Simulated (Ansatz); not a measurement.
# Ti4Al4Ge: the cost of one run

Computed with Ansatz 0.2.0 (DFT PBEsol, scalar-relativistic, plane waves, PAW, unless a step's input says otherwise).

3 further runs of the same task are left out: 3 set aside as unsound or not needed.

## (1) The structure to begin with

The structure is orthorhombic, space group Pmm2 (No. 25). The conventional cell has a = 3.953 Å, b = 4.039 Å, c = 22.929 Å, α = 90.00°, β = 90.00°, γ = 90.00°. Around Ti (site symmetry mm2) lie 2 Ti at 2.80 Å and 6 Al at 2.83 Å. Al (site symmetry mm2) has 2 Al at 2.80 Å and 6 Ti at 2.83 Å as nearest neighbours. Ti (site symmetry mm2) has 4 Ti at 2.78 to 2.80 Å and 8 Al at 2.83 to 2.84 Å as nearest neighbours. Al (site symmetry mm2) has 4 Al at 2.80 to 2.81 Å and 8 Ti at 2.81 to 2.83 Å as nearest neighbours. Ti (site symmetry mm2) is surrounded by 4 Ti at 2.75 to 2.78 Å and 8 Al at 2.81 to 2.83 Å. Al (site symmetry mm2) has 8 Ti at 2.75 to 2.84 Å and 4 Al at 2.76 to 2.81 Å as nearest neighbours. Ti (site symmetry mm2) has 2 Ti at 2.75 Å and 6 Al at 2.75 to 2.83 Å as nearest neighbours. Around Al (site symmetry mm2) lie 2 Al at 2.76 Å and 6 Ti at 2.82 to 2.83 Å.

Structure file:

```cif
data_structure
_symmetry_space_group_name_H-M 'Pmm2'
_symmetry_Int_Tables_number 25
_cell_length_a 3.9530
_cell_length_b 4.0387
_cell_length_c 22.9294
_cell_angle_alpha 90.000
_cell_angle_beta 90.000
_cell_angle_gamma 90.000
_cell_volume 366.07
loop_
_atom_site_label
_atom_site_type_symbol
_atom_site_symmetry_multiplicity
_atom_site_Wyckoff_symbol
_atom_site_fract_x
_atom_site_fract_y
_atom_site_fract_z
_atom_site_occupancy
Ti1 Ti 1 c 0.50000 0.00000 0.37070 1
Al1 Al 1 b 0.00000 0.50000 0.37070 1
Ti2 Ti 1 a 0.00000 0.00000 0.45690 1
Al2 Al 1 d 0.50000 0.50000 0.45690 1
Ti3 Ti 1 c 0.50000 0.00000 0.54242 1
Al3 Al 1 b 0.00000 0.50000 0.54417 1
Ti4 Ti 1 a 0.00000 0.00000 0.62574 1
Al4 Al 1 d 0.50000 0.50000 0.62844 1
```

Planes are indexed in the bulk's conventional cell (P4/mmm (No. 123)), a = 2.795 Å, b = 2.795 Å, c = 4.039 Å, α = 90.00°, β = 90.00°, γ = 90.00°.

This (110) slab, 5.9 Å thick as cut, with 17 Å of vacuum; its outer planes are TiAl (top) and TiAl (bottom), was relaxed beforehand with its lower half held: -11993.3776 eV, work function 4.12 eV (top face), 4.09 eV (bottom face).

## (2) Ge put at a top (Al) site

File input.yaml:

```yaml
crystal:
  lattice:
    - [3.9529511986, 0.0, 0.0]
    - [0.0, 4.0387404758, 0.0]
    - [0.0, 0.0, 24.9294267979]
  atoms:
    - { symbol: Ti, position: [0.5, 0.0, 0.3409625126] }
    - { symbol: Al, position: [0.0, 0.5, 0.3409625126] }
    - { symbol: Ti, position: [0.0, 0.0, 0.4202453463] }
    - { symbol: Al, position: [0.5, 0.5, 0.4202453463] }
    - { symbol: Ti, position: [0.5, 0.0, 0.4989077263] }
    - { symbol: Al, position: [0.0, 0.5, 0.5005150132] }
    - { symbol: Ti, position: [0.0, 0.0, 0.5755352529] }
    - { symbol: Al, position: [0.5, 0.5, 0.5780257606] }
    - { symbol: Ge, position: [0.5, 0.5, 0.6750997936] }
basis:
  ecutwfc: 420
kpoints:
  mp_grid: { grid: [7, 7, 1] }
hamiltonian:
  xc: pbesol
scf:
  occupations: { method: gaussian, width: 0.1 }
output:
  forces: true
  eigenvalues: true
  write_density: true
  write_potential: true
  elf: true
  volumetric_format: npy
relax:
  adjacent_minimum: "off"
  f_tol: 0.03
  max_steps: 70
  constraints: [{ sites: [0, 1, 2, 3] }]
efield:
  axis: 3
  dipole_correction: true
  ramp_width: 0.04
```

Started as:

```
$ ansatz run input.yaml --threads 1 --pin off --max-ram 2560MiB --backend cpu --events-out ev --progress --plain --runs-dir out
```

Q: Estimate wall time and peak memory on 1 thread of Arm Neoverse V2, shared host.

About 3.6 min, with a peak of 0.63 GiB.
